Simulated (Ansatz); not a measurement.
2 structures of Ti3Sn: a ranking of polymorphs by energy, run with Ansatz 0.2.0, Python API.

`ti3sn.py`:
```python
"""Relative energies of Ti3Sn phases, at the given cells."""

import csv

import ansatz as az
import numpy as np
import spglib

CUTOFF = 600
K_SPACING = 0.27
SMEARING = "fermi_dirac"
SMEARING_WIDTH = 0.1

PHASES = {
    "Fm-3m": (
        [(0.0, 3.3052, 3.3052), (3.3052, 0.0, 3.3052), (3.3052, 3.3052, 0.0)],
        [
            ("Ti", (0.75, 0.75, 0.75)),
            ("Ti", (0.25, 0.25, 0.25)),
            ("Ti", (0.0, 0.0, 0.0)),
            ("Sn", (0.5, 0.5, 0.5)),
        ],
    ),
    "Pm-3m": (
        [(4.15693, 0.0, 0.0), (0.0, 4.15693, 0.0), (0.0, 0.0, 4.15693)],
        [
            ("Ti", (0.5, 0.5, 0.0)),
            ("Ti", (0.5, 0.0, 0.5)),
            ("Ti", (0.0, 0.5, 0.5)),
            ("Sn", (0.0, 0.0, 0.0)),
        ],
    ),
}


def build(vectors, sites):
    crystal = az.Crystal(lattice=az.Lattice.of(vectors))
    for symbol, position in sites:
        crystal = crystal.atom(symbol, position)
    return crystal


def run_phase(name, crystal):
    calc = (
        crystal.calculation()
        .functional(az.Functional.R2SCAN)
        .basis(CUTOFF)  # cutoff of the orbital basis
        .kpoints(spacing=K_SPACING)
        .occupations(SMEARING, width=SMEARING_WIDTH)  # fractional filling near the Fermi level
        .stress()
        .band_table()  # levels at the mesh points
    )
    return calc.run()


def pressure_gpa(outcome):
    return float(np.trace(outcome.report["stress_gpa"]) / 3)


def space_group(outcome):
    sites = outcome.report["lattice"]["sites"]
    kinds = sorted({site["symbol"] for site in sites})
    cell = (outcome.lattice.cell_ang, [site["position_frac"] for site in sites], [kinds.index(site["symbol"]) for site in sites])
    return spglib.get_spacegroup(cell, symprec=0.01)


def main() -> None:
    phases = {name: build(*cell) for name, cell in PHASES.items()}

    done = {}
    for name, crystal in phases.items():
        try:
            done[name] = run_phase(name, crystal)
        except az.NonConvergedError as error:
            print(name, "did not converge:", str(error)[:120])

    energy = {name: o.report["energy_sigma0_ev"] / len(o.lattice.sites) for name, o in done.items()}
    lowest = min(energy.values())
    rows = [(name, len(o.lattice.sites), 1000 * (energy[name] - lowest), pressure_gpa(o), space_group(o)) for name, o in done.items()]
    rows.sort(key=lambda row: row[2])
    with open("polymorphs.csv", "w", newline="") as handle:
        writer = csv.writer(handle)
        writer.writerow(["phase", "atoms", "dE (meV/atom)", "P (GPa)", "space group"])
        writer.writerows([round(v, 4) if isinstance(v, float) else v for v in row] for row in rows)
    print(open("polymorphs.csv").read())
    print("order:", " < ".join(row[0] for row in rows))


if __name__ == "__main__":
    main()
```

Which of these structures comes out lowest, and how far apart are they?

By space group at the end of each run: Pm-3m (+0 meV an atom, 18.0 Å³) and Fm-3m (+104 meV an atom, 18.1 Å³).

What the script printed:

```console
$ python ti3sn.py
phase,atoms,dE (meV/atom),P (GPa),space group
Pm-3m,4,0.0,-0.0633,Pm-3m (221)
Fm-3m,4,103.8418,-2.1087,Fm-3m (225)

order: Pm-3m < Fm-3m
```

Notes:
- For the metals among these phases the mesh is modest: differences between phases can be off by up to 40 meV an atom.
- Pressure is positive in compression.
- The cells come from databases of deposited and of computed structures, and not all need be stable phases.
- The ranking holds among these structures alone, at zero temperature; the ground state may be another structure. Differences under about 40 meV an atom lie within the error of mesh and functional.
- Finished in 19 s on 1 thread of Arm Neoverse V1, with other jobs on the host, peak memory 0.74 GiB.

(Lines on the test bed's own set-up are left out of the output.)
